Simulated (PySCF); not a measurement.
# C2H5GeP: the cost of one run

The runs use PySCF 2.14.0, with density-fitted response routines of our own; the level of theory stands in each step. All values are computed, except where a source is named. Atoms count from 0, in the outputs and in this text.

## Step 1: The starting structure

9 atoms, charge 0, multiplicity 1; geometry from: GFN2-xTB. The atoms were then displaced at random by about 0.01 Å, so the start is not that level's minimum.

Bonds of the start (Å): C0–C1 1.18, C1–Ge2 1.89, Ge2–P3 2.33, C0–H4 1.08, Ge2–H5 1.51, Ge2–H6 1.52, P3–H7 1.39, P3–H8 1.41.

## Step 2: Optimising the geometry at PBE0-D3(BJ)/def2-SVP

Job settings and geometry (Å):

```
{"job": {"xc": "PBE0", "basis": "def2-SVP", "d3": "d3bj", "grid": 1, "shake": 0.01, "kind": "geom"}, "charge": 0, "multiplicity": 1}
C     -1.809090    -0.666750    -1.345320
C     -1.031430    -0.595480    -0.457950
Ge     0.282120    -0.420720     0.890320
P      1.833360     1.276630     0.485170
H     -2.547850    -0.712540    -2.130350
H     -0.440530    -0.204400     2.192830
H      0.994980    -1.759880     0.997300
H      1.986220     0.891210    -0.839040
H      0.790040     2.174780     0.173310
```

Run with:

```sh
> OMP_NUM_THREADS=1 python probes_run.py task.json out
```

The driver reads the jobs from task.json and runs them one after another.

**Question.** How long does this first job take on 1 thread of Arm Neoverse V2, shared host, and how much memory does it need?

About 16 s, with a peak of 0.43 GiB.
